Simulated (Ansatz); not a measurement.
# Al32H: the cost of one run

Method: DFT PBE, plane waves, PAW, scalar-relativistic, no spin polarisation, in Ansatz 0.2.0.

### Step 1. The starting structure

The cell holds 33 atoms (Al32H): a = 8.100 Å, b = 8.100 Å, c = 8.100 Å, α = 90.00°, β = 90.00°, γ = 90.00°.

Its coordinates follow in the input file.

### Step 2. Relaxing end A

input.yaml

```yaml
crystal:
  lattice:
    - [8.1, 0.0, 0.0]
    - [0.0, 8.1, 0.0]
    - [0.0, 0.0, 8.1]
  atoms:
    - { symbol: Al, position: [0.5, 0.0, 0.0] }
    - { symbol: Al, position: [0.75, 0.25, 0.0] }
    - { symbol: Al, position: [0.75, 0.0, 0.25] }
    - { symbol: Al, position: [0.0, 0.0, 0.0] }
    - { symbol: Al, position: [0.25, 0.25, 0.0] }
    - { symbol: Al, position: [0.5, 0.5, 0.0] }
    - { symbol: Al, position: [0.75, 0.75, 0.0] }
    - { symbol: Al, position: [0.25, 0.0, 0.25] }
    - { symbol: Al, position: [0.5, 0.25, 0.25] }
    - { symbol: Al, position: [0.75, 0.5, 0.25] }
    - { symbol: Al, position: [0.5, 0.0, 0.5] }
    - { symbol: Al, position: [0.75, 0.25, 0.5] }
    - { symbol: Al, position: [0.75, 0.0, 0.75] }
    - { symbol: Al, position: [0.0, 0.5, 0.0] }
    - { symbol: Al, position: [0.25, 0.75, 0.0] }
    - { symbol: Al, position: [0.0, 0.25, 0.25] }
    - { symbol: Al, position: [0.25, 0.5, 0.25] }
    - { symbol: Al, position: [0.5, 0.75, 0.25] }
    - { symbol: Al, position: [0.0, 0.0, 0.5] }
    - { symbol: Al, position: [0.25, 0.25, 0.5] }
    - { symbol: Al, position: [0.5, 0.5, 0.5] }
    - { symbol: Al, position: [0.75, 0.75, 0.5] }
    - { symbol: Al, position: [0.25, 0.0, 0.75] }
    - { symbol: Al, position: [0.5, 0.25, 0.75] }
    - { symbol: Al, position: [0.75, 0.5, 0.75] }
    - { symbol: Al, position: [0.0, 0.75, 0.25] }
    - { symbol: Al, position: [0.0, 0.5, 0.5] }
    - { symbol: Al, position: [0.25, 0.75, 0.5] }
    - { symbol: Al, position: [0.0, 0.25, 0.75] }
    - { symbol: Al, position: [0.25, 0.5, 0.75] }
    - { symbol: Al, position: [0.5, 0.75, 0.75] }
    - { symbol: Al, position: [0.0, 0.75, 0.75] }
    - { symbol: H, position: [0.1299424, 0.6189861, 0.8760419] }
basis:
  ecutwfc: 420.0
kpoints:
  mp_grid: { grid: [2, 2, 2] }
hamiltonian:
  xc: pbe
scf:
  occupations: { method: gaussian, width: 0.05 }
  lower_state_search: "off"
relax:
  f_tol: 0.03
  max_steps: 60
  adjacent_minimum: "off"
```

The run is started by

```sh
$ ansatz run input.yaml --threads 2 --pin off --max-ram 5120MiB --backend cpu --events-out ev --progress --plain --runs-dir out
```

Q: Estimate wall time and peak memory on 2 threads of Arm Neoverse V2, shared host.

About 22 s, with a peak of 0.98 GiB.
